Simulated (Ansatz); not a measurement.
Run this with Ansatz 0.2.0 through its Python package and show what comes out.

Contents of `sczn.vasp`:
```text
ScZn
1.0
   3.35000000    0.00000000    0.00000000
   0.00000000    3.35000000    0.00000000
   0.00000000    0.00000000    3.35000000
Sc Zn
1 1
Direct
   0.00000000    0.00000000    0.00000000
   0.50000000    0.50000000    0.50000000
```

`run_zeeman.py`
```python
"""Spin moment of ScZn in a magnetic field."""

import ansatz as az
from ase.io import read
import numpy as np
import pandas as pd

atoms = read("sczn.vasp", format="vasp")
structure = az.Crystal.from_ase(atoms)

job = structure.calculation()
job = job.occupations("fermi_dirac")
job = job.functional("LDA")
job = job.kpoints(8, 8, 8)
job = job.spin("collinear")
# the field acts on the spins alone; such large fields lift the response over the noise
rows = []
for tesla in [0, 250, 500]:
    summary = (job.magnetic_field(tesla) if tesla else job).run(threads=1).report
    rows.append((tesla, summary["magnetization_mub"], summary["free_energy_ev"], summary["components"].get("e_zeeman", 0.0)))
print(pd.DataFrame(rows, columns=["B (T)", "moment muB", "F eV", "Zeeman term eV"]).round(4).to_string(index=False))
slope = np.polyfit([row[0] for row in rows], [row[1] for row in rows], 1)[0]
print(f"dM/dB = {1000 * slope:.4f} muB per 1000 T per cell")
```

```console
$ python run_zeeman.py
DeckWarning: basis.ecutwfc = 420 eV, auto-derived from the records' recommended cutoffs: set by Sc (normal level)
RunWarning: this spin-polarised run has no starting moment large enough to seed its density, so its SCF can try parallel moments of its own, which can die out, and starts no order whose moments cancel. Behind that start scf.lower_state_search: light tries no other order and makes no probe for moments, and off searches [...]
 B (T)  moment muB       F eV  Zeeman term eV
     0      0.0000 -5336.0386          0.0000
   250      0.0490 -5336.0389         -0.0007
   500      0.0973 -5336.0400         -0.0028
dM/dB = 0.1945 muB per 1000 T per cell
```
(Warnings from the package without file and line, shortened.)

Absolute energies stand on the zero of these potentials, so only differences at equal settings mean something. A total without «per atom» is that of the cell as typed. The run is spin-unpolarised. For a metal this k-point mesh is coarse: on a finer one energies can move by several to tens of meV an atom and pressures by half a GPa or more, differences at one mesh by less. The starting cell is as deposited in a crystallographic database; the results hold for this polymorph, which needn't be the stable one. Orbital magnetism is left out. The response of a metal hangs strongly on mesh and smearing, and a straight-line fit holds only where the moment is linear in the field. Hardware and time: 14 s on 1 thread of Arm Neoverse V1 (shared host), peak memory 0.47 GiB.
